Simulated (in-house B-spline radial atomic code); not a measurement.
**Ni¹⁶⁺: excited configurations**

Aim: the energies of several excited configurations of Ni¹⁶⁺ above a reference configuration, each from its own self-consistent run.

Method: Dirac-Hartree-Fock, average of configuration, Fermi nucleus, basis-set limit. Code: in-house B-spline radial atomic code version 1.

**1. What is computed**

```
element       : nickel (Z = 28)
charge        : +16
electrons     : 12
configuration : [Ne] 3s2
Hamiltonian   : Dirac-Coulomb
nucleus       : Fermi, rms radius 3.776 fm
```

Outer shells as boxes (Hund's rule):

[Ne] 3s2
```
[Ne] core
3s [↑↓]
```

Settings, as recorded:

```ini
Z = 28
electrons = 12.0
configuration = [Ne] 3s2
hamiltonian = dirac
method = hf
spin_polarised = False
nucleus = fermi
rms_radius = 3.7757
mass_number = 58
atomic_mass = 57.93534165
speed_of_light = 137.035999084
```

The reference is known from an earlier run: -1393.220806 hartree in all. Up to eight levels, counted from the top:

| orbital | occupation | energy (eV) | <r> (bohr) |
| --- | --- | --- | --- |
| 1s1/2 | 2 | -8978.81 | 0.05402 |
| 2s1/2 | 2 | -1597.26 | 0.2398 |
| 2p1/2 | 2 | -1460.53 | 0.2096 |
| 2p3/2 | 4 | -1442.35 | 0.2126 |
| 3s1/2 | 2 | -567.26 | 0.6198 |

**2. [Ne] 3s1 6d1**

Settings, as recorded:

```ini
Z = 28
electrons = 12.0
configuration = [Ne] 3s1 6d1
hamiltonian = dirac
method = hf
spin_polarised = False
nucleus = fermi
rms_radius = 3.7757
mass_number = 58
atomic_mass = 57.93534165
speed_of_light = 137.035999084
```

**3. [He] 2s1 2p6 3s2 3p1**

Settings: those of step 2 with these lines changed.

```diff
@@ -2,3 +2,3 @@
 electrons = 12.0
-configuration = [Ne] 3s1 6d1
+configuration = [He] 2s1 2p6 3s2 3p1
 hamiltonian = dirac
```

**4. [He] 2s2 2p5 3s2 4p1**

Settings: those of step 3 with these lines changed.

```diff
@@ -2,3 +2,3 @@
 electrons = 12.0
-configuration = [He] 2s1 2p6 3s2 3p1
+configuration = [He] 2s2 2p5 3s2 4p1
 hamiltonian = dirac
```

**5. Run with [He] 2s2 2p5 3s2 3d1**

Settings: those of step 4 with these lines changed.

```diff
@@ -2,3 +2,3 @@
 electrons = 12.0
-configuration = [He] 2s2 2p5 3s2 4p1
+configuration = [He] 2s2 2p5 3s2 3d1
 hamiltonian = dirac
```

**6. Run with [He] 2s2 2p5 3s2 7g1**

Settings: those of step 5 with these lines changed.

```diff
@@ -2,3 +2,3 @@
 electrons = 12.0
-configuration = [He] 2s2 2p5 3s2 3d1
+configuration = [He] 2s2 2p5 3s2 7g1
 hamiltonian = dirac
```

Before running: How far above the reference does each configuration lie (order and size, in eV)?

**Answer**, as computed:

| net move | configuration | energy above the reference (eV) | with Breit, QED, recoil (eV) | largest <r> (bohr) |
| --- | --- | --- | --- | --- |
| 3s → 6d | [Ne] 3s1 6d1 | 454.01 | 453.74 | 2.89 |
| 2p → 3d | [He] 2s2 2p5 3s2 3d1 | 958.30 | 957.37 | 0.611 |
| 2s → 3p | [He] 2s1 2p6 3s2 3p1 | 1049.45 | 1048.36 | 0.610 |
| 2p → 4p | [He] 2s2 2p5 3s2 4p1 | 1160.16 | 1159.27 | 1.17 |
| 2p → 7g | [He] 2s2 2p5 3s2 7g1 | 1363.57 | 1362.61 | 3.72 |

Quantum defects of the promoted electron, δ = n − ζ/√(−2ε) with ζ = 17 and ε its orbital energy in hartree:

| promotion | δ |
| --- | --- |
| 3s → 6d | 0.103 |
| 2p → 4p | 0.278 |
| 2p → 7g | 0.009 |

What this shows: At the bottom stands 3s → 6d (454.01 eV), at the top 2p → 7g (1363.57 eV). Koopmans' estimate of the ionisation threshold is 567.26 eV; 4 configurations exceed it by over 2 % and could autoionise. Of those tabulated, the defect is largest for 4p (0.28) and least for 7g (0.01); at this charge much of the defect is relativistic. Two partly filled shells share a symmetry and can mix in the average, which may lower the energy, for: 2p → 4p. These are averages over configurations, without correlation, not spectroscopic levels.
